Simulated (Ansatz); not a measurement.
What does this script print? It uses Ansatz 0.2.0 through its Python package.

`albh7sbsi_bde.py`:
```python
"""Cost of removing each kind of hydrogen from AlBH7SbSi, fragments frozen."""

import ansatz as az

BASIS = "def2-SVPD"
FUNCTIONAL = "cam_b3lyp"


def single_point(molecule, charge=0, unpaired=0):
    calc = molecule.calculation().basis(gaussian=BASIS).functional(FUNCTIONAL)
    if charge:
        calc = calc.charge(charge)
    if unpaired:
        calc = calc.spin("collinear", total=unpaired)
    report = calc.run().report
    if report["published_state_doubts"]:
        print("  doubts:", report["published_state_doubts"])
    return report["free_energy_ev"]

def without(molecule, index):
    rest = az.Crystal.molecule()
    for i, site in enumerate(molecule.cartesian_sites):
        if i != index:
            rest = rest.atom(site.symbol, site.position_ang)
    return rest

geometry = (
    az.Crystal.molecule()
    .atom("Al", (-0.8533, 1.7936, -0.2777))
    .atom("Si", (0.9676, 0.4324, -0.5932))
    .atom("B", (0.9966, -0.8926, 0.8052))
    .atom("Sb", (-0.5359, -2.3906, 1.005))
    .atom("H", (-1.183, 3.0184, -1.3371))
    .atom("H", (-1.8828, 1.6153, 0.9463))
    .atom("H", (2.223, 1.2495, -0.5437))
    .atom("H", (0.9149, -0.2241, -1.901))
    .atom("H", (1.9686, -0.9308, 1.58))
    .atom("H", (-1.8394, -1.1436, 1.0557))
    .atom("H", (-0.7111, -2.5846, -0.7188))
)

whole = single_point(geometry, 0)
hydrogen = single_point(az.Crystal.molecule().atom("H", (0, 0, 0)), 0, 1)
print(f"E(molecule) = {whole:.5f} eV, E(H) = {hydrogen:.5f} eV")
for index in [5, 7, 8]:
    radical = single_point(without(geometry, index), 0, 1)
    print(f"H{index}: homolysis {96.485332 * (radical + hydrogen - whole):.1f} kJ/mol")
    anion = single_point(without(geometry, index), -1)
    print(f"H{index}: loss of a proton {96.485332 * (anion - whole):.1f} kJ/mol")
```

Running `python albh7sbsi_bde.py` prints:
```text
E(molecule) = -21794.00203 eV, E(H) = -13.54842 eV
H5: homolysis 358.9 kJ/mol
H5: loss of a proton 1564.7 kJ/mol
H7: homolysis 345.8 kJ/mol
H7: loss of a proton 1412.8 kJ/mol
H8: homolysis 428.2 kJ/mol
H8: loss of a proton 1643.3 kJ/mol
```

Total energies depend on the basis set; only differences at equal settings carry meaning. The geometry is a force-field or estimated start, not a minimum of this method, and the basis set is short of its limit. All parts are taken at fixed geometry, without zero-point energy. def2 sets replace the cores of elements past krypton by effective core potentials. The spin-orbit lowering of heavy atoms is left out. Timing: 2.1 min on 1 thread of Arm Neoverse V2, with other jobs on the host, peak memory 0.76 GiB.
